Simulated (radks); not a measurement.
# Ionisation of Hg²⁺: one atom, several choices of functional

One table from this session's results is given with a row withheld; the runs are named, their logs left out.

Program: radks (a radial shooting solver on a logarithmic mesh, Libxc functionals) version 1. Level of theory: scalar-relativistic Kohn-Sham, spin-unpolarised, spherical densities, point nucleus. These are calculated values, not measurements, unless marked.

2 further runs of the same task are left out: 2 set aside as unsound or not needed.

### What is computed

```
element       : mercury (Z = 80)
charge        : +2
electrons     : 78
configuration : [Xe] 4f14 5d10
ion           : Hg³⁺, [Xe] 4f14 5d9
choices       : XLYP; OLYP; B86b exchange with PBE correlation; PBE
```

The outer shells:

Hg²⁺
```
[Xe] core
4f [↑↓][↑↓][↑↓][↑↓][↑↓][↑↓][↑↓]
5d [↑↓][↑↓][↑↓][↑↓][↑↓]
```

Hg³⁺
```
[Xe] core
4f [↑↓][↑↓][↑↓][↑↓][↑↓][↑↓][↑↓]
5d [↑↓][↑↓][↑↓][↑↓][↑ ]
```

Set-up of the first run:

The run's settings:

```text
Z 80
configuration [Xe] 4f14 5d10
relativity scalar-relativistic
functional xlyp
spin unpolarised
nucleus point
c 137.035999084
```

Steps of the session up to this table: XLYP: Hg²⁺; XLYP: Hg³⁺; OLYP: Hg²⁺; OLYP: Hg³⁺; B86b exchange with PBE correlation: Hg²⁺; B86b exchange with PBE correlation: Hg³⁺; PBE: Hg²⁺; PBE: Hg³⁺.

One table of the session follows, with a row left open; its other results are not shown here.

| functional | Δ-SCF (eV) | −ε(HOMO) (eV) | <r> HOMO (bohr) |
| --- | --- | --- | --- |
| XLYP | 35.424 | 28.694 | 1.447 |
| OLYP | 35.607 | 28.822 | 1.434 |
| B86b exchange with PBE correlation | 35.548 | 28.803 | 1.442 |
| PBE | ? | ? | ? |

Estimate the missing values for PBE.

**Answer.** Δ-SCF (eV): 35.526; −ε(HOMO) (eV): 28.782; <r> HOMO (bohr): 1.442. In the column «Δ-SCF (eV)» it lies between XLYP (35.424) and B86b exchange with PBE correlation (35.548).

Spin polarisation and multiplet splitting are left out, so open shells lie too high by an amount that depends on their filling. Spin-orbit splitting is averaged out at the scalar-relativistic level.
